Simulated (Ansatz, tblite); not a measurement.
**The cluster Sn2H4+: one state, many levels**

One table from this session's results is given with a row withheld; the runs are named, their logs left out.

The runs use Ansatz 0.2.0, Gaussian basis; as each input shows.

Plan: GFN1-xTB, GFN2-xTB, PBE-D4/def2-TZVP, r2SCAN-D4/def2-TZVP, ωB97M-V/def2-TZVP, LC-ωPBE/def2-TZVP, LDA/def2-TZVP, r2SCAN0-D4/def2-TZVP, HF/def2-TZVP, PBE+5HF/def2-TZVP, PBE+10HF/def2-TZVP, PBE+15HF/def2-TZVP, PBE+35HF/def2-TZVP, PBE+50HF/def2-TZVP, PBE-D4/def2-SVP, PBE0-D4/def2-SVP, CCSD(T)/def2-TZVPP, MP2/def2-TZVP, RPA/def2-TZVP.

6 further runs of the same task are left out: 1 that didn't finish, 5 set aside as unsound or not needed. Runs told in other sessions of the task aren't counted.

### The geometry

The geometry is that of the doublet, from an earlier relaxation (B3LYP-D4/def2-TZVP). At that level it is the lowest of the isomers that a small search found.

6 atoms, charge 1, spin multiplicity 2.

Bond lengths: Sn1–Sn2 2.726 Å, Sn1–H3 1.698 Å, Sn1–H6 1.698 Å, Sn2–H4 1.698 Å, Sn2–H5 1.698 Å. Angles: Sn2–Sn1–H3 118.9°, Sn2–Sn1–H6 118.6°, H3–Sn1–H6 117.8°, Sn1–Sn2–H4 118.6°, Sn1–Sn2–H5 118.9°, H4–Sn2–H5 117.8°.

Sn takes a core potential in the def2 sets. No spin-orbit coupling is included. The ion is computed in the gas phase, without counter-ions or solvent.

PBE0-D4/def2-TZVP was run before; its log isn't repeated, and its numbers join the tables.

The first run:

Tight binding, by tblite at 300 K electronic temperature and without a spin-polarisation term:

```python
tblite.interface.Calculator('GFN1-xTB', numbers, positions, charge=1, uhf=1).singlepoint()
```

Tight binding, by tblite at 300 K electronic temperature and without a spin-polarisation term:

```python
tblite.interface.Calculator('GFN2-xTB', numbers, positions, charge=1, uhf=1).singlepoint()
```

start.molden holds the orbitals of an earlier run on this state, given as this run's starting guess.

in.yaml reads:

```yaml
crystal:
  periodic: [false, false, false]
  atoms:
    - {symbol: Sn, position_ang: [1.346216, 0.065054, 0.206676]}
    - {symbol: Sn, position_ang: [-1.345391, -0.064869, -0.207278]}
    - {symbol: H, position_ang: [2.393489, -0.361242, -1.059931]}
    - {symbol: H, position_ang: [-2.386055, 0.377656, 1.059227]}
    - {symbol: H, position_ang: [-1.939178, 0.046325, -1.794483]}
    - {symbol: H, position_ang: [1.930919, -0.062934, 1.795779]}
basis:
  gaussian: {orbitals: def2-TZVP, initial_orbitals: start.molden}
total_charge: 1
magnetization: {spin_polarized: true, initial_magnetization: 1}
hamiltonian: {xc: pbe, dispersion: d4}
scf: {omitted_lower_state_checks: [starts]}
output: {orbitals: {seedname: orbitals}}
```

Command:

```sh
$ ansatz run in.yaml --threads 4 --pin off --events-out ev --progress --plain --max-ram 3916MiB
```

Steps of the session up to this table: PBE-D4/def2-TZVP; r2SCAN-D4/def2-TZVP; ωB97M-V/def2-TZVP; LC-ωPBE/def2-TZVP; LDA/def2-TZVP; r2SCAN0-D4/def2-TZVP; HF/def2-TZVP; PBE+5HF/def2-TZVP; PBE+10HF/def2-TZVP; PBE+15HF/def2-TZVP; PBE+35HF/def2-TZVP; PBE+50HF/def2-TZVP; PBE-D4/def2-SVP; PBE0-D4/def2-SVP; CCSD(T)/def2-TZVPP; MP2/def2-TZVP; RPA/def2-TZVP.

One of the session's tables, all rows but one given; the rest of the session is left out.

It belongs to the step «Levels side by side». 

| level | HOMO (eV) | LUMO (eV) | gap (eV) |
| --- | --- | --- | --- |
| HF/def2-TZVP | -12.92 | -5.49 | 7.43 |
| LDA/def2-TZVP | -10.54 | -9.95 | 0.59 |
| PBE-D4/def2-SVP | -10.44 | -9.64 | 0.81 |
| PBE-D4/def2-TZVP | -10.44 | -9.63 | 0.81 |
| r2SCAN-D4/def2-TZVP | -10.76 | -9.33 | 1.43 |
| PBE0-D4/def2-SVP | -11.19 | -8.81 | 2.39 |
| PBE0-D4/def2-TZVP | -11.21 | -8.79 | 2.41 |
| r2SCAN0-D4/def2-TZVP | -11.45 | -8.59 | 2.85 |
| LC-ωPBE/def2-TZVP | -13.31 | -6.55 | 6.76 |
| ωB97M-V/def2-TZVP | ? | ? | ? |
| PBE+5HF/def2-TZVP | -10.59 | -9.47 | 1.13 |
| PBE+10HF/def2-TZVP | -10.75 | -9.30 | 1.45 |
| PBE+15HF/def2-TZVP | -10.90 | -9.13 | 1.77 |
| PBE+35HF/def2-TZVP | -11.52 | -8.46 | 3.06 |
| PBE+50HF/def2-TZVP | -11.99 | -7.95 | 4.03 |

**Question.** Estimate the row for ωB97M-V/def2-TZVP.

As computed: HOMO (eV): -12.89; LUMO (eV): -7.15; gap (eV): 5.75. In the column «HOMO (eV)» it lies between HF/def2-TZVP (-12.92) and PBE+50HF/def2-TZVP (-11.99).
